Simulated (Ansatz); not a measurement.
# ZrSn3O8: the cell at several levels of theory, part 1 of 3

Aim: relax ZrSn3O8 (rutile host) with PBE, r2SCAN and PBEsol and see how far the functionals disagree on the cell. This is a trial cell built on a prototype, not taken from a measured structure, and it needn't be the compound's ground state.

The runs shown are made with Ansatz 0.2.0. PAW datasets, plane waves, zero pressure. The cell comes from a prototype generator: it can be a known phase or a hypothetical one. Spin polarisation is off.

### Step 1. Starting point

Space group Cmmm (No. 65), orthorhombic; conventional cell a = 6.904 Å, b = 6.904 Å, c = 6.572 Å, 13.05 Å³ an atom. Near Sn stand 6 O at 2.11–2.12 Å; near O stand 3 Sn at 2.11–2.12 Å; near O stand 2 Sn at 2.11–2.12 Å and 1 Zr at 2.12 Å; near Zr stand 6 O at 2.11–2.12 Å.

As a file:

Space group Cmmm (No. 65). a = 6.904 Å, b = 6.904 Å, c = 6.572 Å, α = 90.00°, β = 90.00°, γ = 90.00°
| atom | site | symmetry | x | y | z |
| --- | --- | --- | --- | --- | --- |
| Sn | 2b | mmm | 0.0000 | 0.5000 | 0.0000 |
| Sn | 4k | mm2 | 0.0000 | 0.0000 | 0.7500 |
| O | 4i | m2m | 0.0000 | 0.1940 | 0.0000 |
| O | 8o | .m. | 0.1940 | 0.5000 | 0.7500 |
| Zr | 2c | mmm | 0.0000 | 0.5000 | 0.5000 |
| O | 4j | m2m | 0.0000 | 0.1940 | 0.5000 |

### Step 2. Relaxation with PBE

The input, input.yaml:

```yaml
crystal:
  lattice:
    - [3.45193456, -3.45193456, 0.0]
    - [3.45193456, 3.45193456, 0.0]
    - [0.0, 0.0, 6.57245862]
  atoms:
    - { symbol: Sn, position: [0.5, 0.5, 0.0] }
    - { symbol: Sn, position: [0.0, 0.0, 0.75] }
    - { symbol: O, position: [0.1940277, 0.1940277, 0.0] }
    - { symbol: O, position: [0.8059723, 0.8059723, 0.0] }
    - { symbol: O, position: [0.6940277, 0.3059723, 0.75] }
    - { symbol: O, position: [0.3059723, 0.6940277, 0.75] }
    - { symbol: Zr, position: [0.5, 0.5, 0.5] }
    - { symbol: Sn, position: [0.0, 0.0, 0.25] }
    - { symbol: O, position: [0.1940277, 0.1940277, 0.5] }
    - { symbol: O, position: [0.8059723, 0.8059723, 0.5] }
    - { symbol: O, position: [0.6940277, 0.3059723, 0.25] }
    - { symbol: O, position: [0.3059723, 0.6940277, 0.25] }
kpoints:
  mp_grid: { grid: [6, 6, 4] }
hamiltonian:
  xc: pbe
scf:
  occupations: { method: fermi_dirac, width: 0.02 }
relax:
  f_tol: 0.005
  cell: {}
output:
  write_density: true
  write_potential: true
  elf: true
  volumetric_format: npy
```

What it wrote:

```text
Engine: ansatz 0.2.0, x86_64-unknown-linux-gnu
Pseudopotentials: kind: paw
Pseudopotential: Sn, paw, valence charge 14, recommended cutoff 420 eV (normal), Sn.paw.azcp
Pseudopotential: O, paw, valence charge 6, recommended cutoff 420 eV (normal), O.paw.azcp
Pseudopotential: Zr, paw, valence charge 12, recommended cutoff 420 eV (normal), Zr.paw.azcp
Functional definition: PBE
  parameter kappa = 0.804
  parameter beta = 0.06672455060314922
  exchange = pbe_x(kappa = kappa, mu = beta*pi^2/3)
  correlation = pbe_c(beta = beta)
Crystal: 12 atoms, lattice volume = 156.633 Å³
Basis set: ecut = 420 eV, 3049 PW (Γ), exchange–correlation on 72×72×90 points (8 copies of the dense FFT grid, shifted against one another)
Bands: 63, of which v1, the nominal top of the filled ones, is band 51 counted from 1 (50 counted from 0)
Symmetry: 8 space group operations
Space group: Cmmm (ITA 65), of the structure as read, at distance tolerance 5.4e-5 Å
k-points: 39 of 144
Non-local potential: Sn, projectors of the file, l = 0: 2, l = 1: 2, l = 2: 2, l = 3: 2
Non-local potential: O, projectors of the file, l = 0: 2, l = 1: 2, l = 2: 1
Non-local potential: Zr, projectors of the file, l = 0: 3, l = 1: 2, l = 2: 2, l = 3: 2
PAW form: soft (Blöchl's): semilocal exchange-correlation on the pseudo side does not see the compensation charge
PAW one-centre angular grid: Sn, 590 points (default); XC on 64 Gauss nodes
PAW one-centre angular grid: O, 110 points (default); XC on 64 Gauss nodes
PAW one-centre angular grid: Zr, 590 points (default); XC on 64 Gauss nodes
Initial density: superposition of atomic densities (neutral atoms: chi_scale 0, normalization atom), corrected by the library's trained network
Initial wavefunctions: pseudopotential atomic-orbital guess
Functional: x = pbe(κ = 0.804, μ = 0.2195149727645171), c = pbe(β = 0.06672455060314922)
SCF iter   1: F=—  HF=-26800.559429 eV  |F-HF|=—  |Δ(HF+E_count)|=         —  Δρ=2.64e-3  dr2=8.04e-3  ethr=1.77e-3  ⟨swp⟩=6.1  Hψ=9747  notcnv=0
preconditioner: auto → Resta (q_TF=auto, 2.540 Å⁻¹)  ε∞=3.7  [insulator: Δε(μ)=1.495 eV  Ē_g=17.929 eV  σ=0.020 eV  W_gap=1.00  n_scr=36 (ndim 8)  ℏωp=29.7 eV  f_vac=0.037  D(μ)=0.00/eV (n_scr^D=0)  ε∞_Penn≈3.7]
SCF iter   2: F=—  HF=-26800.560350 eV  |F-HF|=—  |Δ(HF+E_count)|=   9.21e-4  Δρ=1.42e-3  dr2=1.80e-3  ethr=7.89e-6  ⟨swp⟩=2.2  Hψ=4494  notcnv=0  defer=233
SCF iter   3: F=—  HF=-26800.560950 eV  |F-HF|=—  |Δ(HF+E_count)|=   6.01e-4  Δρ=6.70e-4  dr2=5.52e-4  ethr=1.77e-6  ⟨swp⟩=2.2  Hψ=3886  notcnv=0  defer=233
SCF iter   4: F=—  HF=-26800.561211 eV  |F-HF|=—  |Δ(HF+E_count)|=   2.61e-4  Δρ=1.80e-4  dr2=4.15e-5  ethr=5.41e-7  ⟨swp⟩=2.0  Hψ=4131  notcnv=0  defer=233
SCF iter   5: F=—  HF=-26800.561160 eV  |F-HF|=—  |Δ(HF+E_count)|=   5.05e-5  Δρ=8.52e-5  dr2=8.56e-6  ethr=4.06e-8  ⟨swp⟩=2.0  Hψ=3340  notcnv=0  defer=233
SCF iter   6: F=—  HF=-26800.561163 eV  |F-HF|=—  |Δ(HF+E_count)|=   2.47e-6  Δρ=3.68e-5  dr2=1.59e-6  ethr=8.39e-9  ⟨swp⟩=2.0  Hψ=3433  notcnv=0  defer=233
SCF iter   7: F=—  HF=-26800.561163 eV  |F-HF|=—  |Δ(HF+E_count)|=   6.04e-7  Δρ=1.18e-5  dr2=1.69e-7  ethr=1.56e-9  ⟨swp⟩=2.0  Hψ=3254  notcnv=0  defer=233
SCF iter   8: F=-26800.561163 eV  HF=-26800.561163 eV  |F-HF|=9.79e-9  |Δ(HF+E_count)|=   1.26e-7  Δρ=3.83e-6  dr2=2.17e-8  ethr=9.80e-11  ⟨swp⟩=10.0  Hψ=16421  notcnv=0
SCF 1 converged in 8 iterations: F = -26800.561163 eV  dr2 = 2.17e-8
relax step   1: F+E_penalty+E_count = -26800.56116349 eV  Δ(F+E_penalty+E_count) = +0.000e0 eV  max|allowed force component| = 3.342e-1 eV/Å  Δτ_max = 0.0000 Å  P = -4.345 GPa  Ω = 156.633 Å³  (8 SCF iters, dr2 threshold 1.00e-7 eV, accepted)
[... from here on, the SCF cycles and remarks between the steps are left out ...]
relax step   2: F+E_penalty+E_count = -26800.63987342 eV  Δ(F+E_penalty+E_count) = -7.871e-2 eV  max|allowed force component| = 1.359e-1 eV/Å  Δτ_max = 0.0111 Å  P = +0.340 GPa  Ω = 152.701 Å³  energy of the carried Pulay correction = +1.854e-2 eV  (7 SCF iters, dr2 threshold 1.20e-6 eV, accepted)
relax step   3: F+E_penalty+E_count = -26800.64098298 eV  Δ(F+E_penalty+E_count) = -1.110e-3 eV  max|allowed force component| = 3.889e-2 eV/Å  Δτ_max = 0.0076 Å  P = +0.100 GPa  Ω = 152.851 Å³  energy of the carried Pulay correction = +1.782e-2 eV  (5 SCF iters, dr2 threshold 1.15e-6 eV, accepted)
relax step   4: F+E_penalty+E_count = -26800.64076460 eV  Δ(F+E_penalty+E_count) = +2.184e-4 eV  max|allowed force component| = 6.338e-3 eV/Å  Δτ_max = 0.0017 Å  P = -0.006 GPa  Ω = 152.953 Å³  energy of the carried Pulay correction = +1.734e-2 eV  (5 SCF iters, dr2 threshold 1.55e-7 eV, accepted)
relax step   5: F+E_penalty+E_count = -26800.64075684 eV  Δ(F+E_penalty+E_count) = +7.756e-6 eV  max|allowed force component| = 1.964e-3 eV/Å  Δτ_max = 0.0003 Å  P = -0.002 GPa  Ω = 152.957 Å³  energy of the carried Pulay correction = +1.732e-2 eV  (5 SCF iters, dr2 threshold 2.51e-9 eV, accepted)
relax step   6: F+E_penalty+E_count = -26800.62573107 eV  Δ(F+E_penalty+E_count) = +1.503e-2 eV  max|allowed force component| = 1.281e-3 eV/Å  Δτ_max = 0.0000 Å  P = -0.165 GPa  Ω = 152.957 Å³  stress off target by 2.14e-1 GPa  SCF on the basis re-selected at this cell (its energy is not comparable with the rows above)  (6 SCF iters)
relax step   7: F+E_penalty+E_count = -26800.62641325 eV  Δ(F+E_penalty+E_count) = -6.822e-4 eV  max|allowed force component| = 3.205e-4 eV/Å  Δτ_max = 0.0002 Å  P = -0.002 GPa  Ω = 152.827 Å³  energy of the carried Pulay correction = +6.108e-4 eV  (5 SCF iters, dr2 threshold 1.15e-7 eV, accepted)
relax step   8: F+E_penalty+E_count = -26800.62587830 eV  Δ(F+E_penalty+E_count) = +5.349e-4 eV  max|allowed force component| = 2.682e-4 eV/Å  Δτ_max = 0.0000 Å  P = -0.006 GPa  Ω = 152.827 Å³  stress off target by 6.91e-3 GPa  SCF on the basis re-selected at this cell (its energy is not comparable with the rows above)  (6 SCF iters)
basis re-selected at this cell: Δ(F+E_penalty+E_count) = +5.349e-4 eV, ΔP = -0.003 GPa vs the last step (what re-selecting the basis moved, of the pressure what is left beyond the Pulay correction that the steps carried, after the strain that the cell walked since its last selection, with what the two solves' SCF thresholds leave and, on support functions, any second-order correction that the steps lacked; it is no measure of the basis error at this ecutwfc). This SCF's stress stands 6.91e-3 GPa from its target on what of the cell is left free (relax.cell.stress_tol is 5.00e-2 GPa) and its largest allowed force component is 2.68e-4 eV/Å (relax.f_tol is 5.00e-3 eV/Å): within both
SCF converged after 6 iterations
Free energy (F): -26800.625878 eV
Harris-Foulkes:  -26800.625878 eV  (|F-HF|=1.46e-11)
Internal energy: -26800.625878 eV  (E = F + TS)
E sigma→0 (E₀):  -26800.625878 eV
Fermi energy:    9.607433 eV
--- Per-component energies (eV) ---
  E_band       = -366.568208
  E_kinetic    = 2301.886199
  E_local      = -5886.182582  (includes V_loc(G=0)·N_el)
  E_nonlocal   = 371.709293
  E_hartree    = 2776.508213
  E_xc         = -1890.656482
  E_vxc        = -1223.594618  (∫ρ·V_xc dr)
  E_paw        = -16661.050640  (= ΣΔE_a)
  E_vpaw       = -1483.422532  (= ΣTr[D̂ρ^β])
  E_aug_tail   = 0.019745  (compensation charges beyond the density's cutoff)
  E_ewald      = -7812.859624
  E_smearing   = -0.000000  (= −TS)
  E_closure    = -0.000000  (closes the sum)
  Σ components = -26800.625878   (vs F -26800.625878, Δ=0.00e0)
--- Forces (eV/Å), atoms counted from 1 ---
  atom   1  Sn    -0.00000000     0.00000000     0.00000000
  atom   2  Sn     0.00000000     0.00000000     0.00022477
  atom   3  O     -0.00016910     0.00000000     0.00000000
  atom   4  O      0.00016910     0.00000000     0.00000000
  atom   5  O      0.00000000     0.00008007    -0.00000439
  atom   6  O      0.00000000    -0.00008007    -0.00000439
  atom   7  Zr     0.00000000     0.00000000     0.00000000
  atom   8  Sn     0.00000000     0.00000000    -0.00022477
  atom   9  O      0.00026820     0.00000000     0.00000000
  atom  10  O     -0.00026820     0.00000000     0.00000000
  atom  11  O      0.00000000     0.00008007     0.00000439
  atom  12  O     -0.00000000    -0.00008007     0.00000439
  max |Σ_I F_I| component: 2.17e-19 eV/Å
--- Stress (GPa, compression-positive) ---
       -0.005575       0.000000       0.000000
        0.000000      -0.004422       0.000000
        0.000000       0.000000      -0.006914
  P = ⅓ Tr σ = -0.0056 GPa (-0.056 kbar)
--- Band table (eV; the first three rows and the last of 39) ---
  k-point 0: bands = ["-39.0361", "-17.3535", "-17.2235", "-17.1570", "-12.1276", "-12.0094", "-11.8166", "-11.6220", "-11.6040", "-11.4057", "-11.4023", "-11.3793", "-11.3232", "-11.3147", "-11.2935", "-11.2697", "-11.2686", "-11.2179", "-11.2118", "-9.5996", "-8.4243", "-7.9298", "-7.7710", "-7.6585", "-7.4999", "-6.8938", "-6.6121", "0.8929", "1.9143", "3.7179", "4.5719", "4.6182", "4.8131", "5.0477", "5.1967", "5.3084", "5.4269", "5.9736", "5.9965", "6.0842", "6.8213", "6.9884", "7.0608", "7.1952", "7.4607", "7.4895", "7.5161", "7.6861", "8.0462", "8.0633", "8.7332", "10.4812", "12.1229", "13.8759", "13.8993", "14.3101", "14.8451", "15.2567", "16.2570", "16.4478", "17.3076", "18.1820", "18.5731"]
[... 3 lines left out ...]
--- Relaxed structure (6 steps of the walk, 6 accepted, 2 SCFs on fresh bases) ---
  F+E_penalty+E_count = -26800.62587830 eV   max|allowed force component| = 2.682e-4 eV/Å   (the final SCF, on the basis selected at the relaxed cell)
  cell:  # Å, volume = 152.8266 Å³
    - [3.4372298639258174, -3.421600233471498, 0.0]
    - [3.4372298639258174, 3.421600233471498, 0.0]
    - [0.0, 0.0, 6.4972732580797015]
  atoms:
    - { symbol: Sn, position: [0.49999999999999994, 0.49999999999999994, -3.436696458062246e-22] }
    - { symbol: Sn, position: [-3.0099848763218586e-20, -9.160823536631747e-21, 0.7509799736810119] }
    - { symbol: O, position: [0.1947702769858467, 0.1947702769858467, -3.436696458062246e-22] }
    - { symbol: O, position: [0.8052297230141533, 0.8052297230141533, -3.436696458062246e-22] }
    - { symbol: O, position: [0.6946438603428922, 0.30535613965710756, 0.7511994812404836] }
    - { symbol: O, position: [0.30535613965710756, 0.6946438603428922, 0.7511994812404836] }
    - { symbol: Zr, position: [0.49999999999999994, 0.49999999999999994, 0.49999999999999994] }
    - { symbol: Sn, position: [-3.009984876321858e-20, -9.160823536631741e-21, 0.2490200263189881] }
    - { symbol: O, position: [0.19241761690645307, 0.19241761690645307, 0.49999999999999994] }
    - { symbol: O, position: [0.8075823830935469, 0.8075823830935469, 0.49999999999999994] }
    - { symbol: O, position: [0.6946438603428922, 0.30535613965710756, 0.24880051875951636] }
    - { symbol: O, position: [0.30535613965710756, 0.6946438603428922, 0.24880051875951636] }
```

It took 18 s on 1 × NVIDIA H100 80GB HBM3 with 2 threads of AMD EPYC 7R13 (Zen 3), shared host; peak host memory 1.2 GiB.

The path of the relaxation:

```tsv
step	energy change (meV/atom)	largest force (eV/Å)	pressure (GPa)	volume (Å³/atom)
1	0.0	0.3342	-4.34	13.053
2	-6.6	0.1359	0.34	12.725
3	-6.7	0.0389	0.10	12.738
4	-6.6	0.0063	-0.01	12.746
5	-6.6	0.0020	0.00	12.746
6	-5.4	0.0013	-0.17	12.746
7	-5.4	0.0003	0.00	12.736
8	-5.4	0.0003	-0.01	12.736
```

Step 6 solves the same cell on a plane-wave basis chosen anew, so the energy can jump there without a move.

The table lists every geometry solved, with passes on a fresh basis, whose energies don't compare exactly with the rows above.

|  | before | after | change |
| --- | --- | --- | --- |
| a (Å) | 6.904 | 6.843 | -0.88 % |
| b (Å) | 6.904 | 6.874 | -0.43 % |
| c (Å) | 6.572 | 6.497 | -1.14 % |
| volume (Å³/atom) | 13.053 | 12.736 | -2.43 % |
| shortest distance (Å) | 2.112 | 2.090 | -1.08 % |
| space group | Cmmm | Cmmm | same |

Axes a, b and c in the maps are those of this run's conventional cell (a, b, c = 6.843, 6.874, 6.497 Å).

Density in a lattice plane of the grid's cell (edges 6.84 and 6.50 Å, at 0.000 of the third edge), which holds Sn and O and Zr.

Ten even steps from ' ' (0.05 e/Å³) to '@' (16.88 e/Å³):
```
                    ..--++--..                  
                        ..                      
::..          ....              ....          ..
%%++..      ::----..          ..----::      ..++
%%++..      ::----..          ..----::      ..++
::..          ....              ....          ..
                        ..                      
                    ..::::::..                  
                    ..::..::..                  
                    ..::::::..                  
                        ..                      
::..          ....              ....          ..
%%++..      ::----..          ..----::      ..++
%%++..      ::----..          ..----::      ..++
::..          ....              ....          ..
                        ..                      
                    ..--++--..                  
                    ::**@@**::                  
```
Columns run along the first of these edges and rows up along the second, over one cell in 24 and 18 even steps from the bottom left corner. Atoms in the plane (fractional): Sn at (0.50, 0.00), Sn at (0.00, 0.75), O at (0.69, 0.75), O at (0.31, 0.75), Zr at (0.50, 0.50), Sn at (0.00, 0.25), O at (0.69, 0.25), O at (0.31, 0.25).

ELF in the same plane.

Ten even steps from ' ' (0.00) to '@' (0.82):
```
......      ..::::::..      ..::::::..      ....
::::::....==**####==::::::::::==####**==....::::
  ..::::--%%@@@@@@%%++::..::++%%@@@@@@%%--::::..
    ..::==@@@@++**@@%%--..--%%@@**++@@@@==::..  
    ..::==@@%%++**@@%%--  --%%@@**++%%@@==::..  
  ..::::--##@@@@@@%%==......==%%@@@@@@##--::::..
::::......--**##**--==##%%##==--**##**--......::
......      ......++@@%%**%%@@++......      ....
                ..##@@==  ==@@##..              
......      ......++@@%%**%%@@++......      ....
::::......--**##**--==##%%##==--**##**--......::
  ..::::--##@@@@@@%%==......==%%@@@@@@##--::::..
    ..::==@@%%++**@@%%--  --%%@@**++%%@@==::..  
    ..::==@@@@++**@@%%--..--%%@@**++@@@@==::..  
  ..::::--%%@@@@@@%%++::..::++%%@@@@@@%%--::::..
::::::....==**####==::::::::::==####**==....::::
......      ..::::::..      ..::::::..      ....
              ....::..      ..::....            
```
Columns run along the first of these edges and rows up along the second, over one cell in 24 and 18 even steps from the bottom left corner. Atoms in the plane (fractional): Sn at (0.50, 0.00), Sn at (0.00, 0.75), O at (0.69, 0.75), O at (0.31, 0.75), Zr at (0.50, 0.50), Sn at (0.00, 0.25), O at (0.69, 0.25), O at (0.31, 0.25).

Both are smooth fields of the valence electrons: close to the nuclei they are not physical.

The highest ELF values outside the cores: 0.86 beside O, off the lines to its neighbours, 0.6 Å from O; 0.82 in the shell around O, 0.6 Å from O.

(Continued in part 2 of 3.)
